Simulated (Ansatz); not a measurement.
Runs of Ansatz 0.2.0 on CdGe3. It takes space group I4/mmm (No. 139, tetragonal). Conventional cell: a = 4.229 Å, b = 4.229 Å, c = 9.313 Å, α = 90.00°, β = 90.00°, γ = 90.00°. Cd (site symmetry 4/mmm) has 12 Ge at 2.99 to 3.15 Å as nearest neighbours. Ge (site symmetry 4/mmm) has 4 Cd at 2.99 Å and 8 Ge at 3.15 Å as nearest neighbours. Ge (site symmetry -4m2) is surrounded by 8 Ge at 2.99 to 3.15 Å and 4 Cd at 3.15 Å. The cell comes from a database or a generator and needn't be the stable form of this composition.

```csv
screening (1/Å),gap on the mesh (eV),pressure (GPa)
0.3,none,-2.0
0.1,none,(a)
0.2,none,-2.3
0.15,none,-2.4
```

Alike in all rows: task single point; level HSE06 form with a typed share of exact exchange; potentials or basis Ansatz PAW; no spin polarisation; cell as given; k mesh 5 × 5 × 5; cutoff (eV) 420; smearing fermi-dirac 0.05 eV; the mesh is coarse, so values aren't converged.

Problem. Estimate the missing entries.

Solution. (a) -2.5.

Caveats: all runs use coarse meshes; the PAW data sets come from PBE, with cores solved anew for the run's functional, which leaves a small shift of forces and pressure; the thresholds are loose for stress.

A k mesh can miss the band edges, and the runs leave out spin-orbit coupling on Cd, Ge.

A gap of «none» marks a metal or a gap under the smearing width.
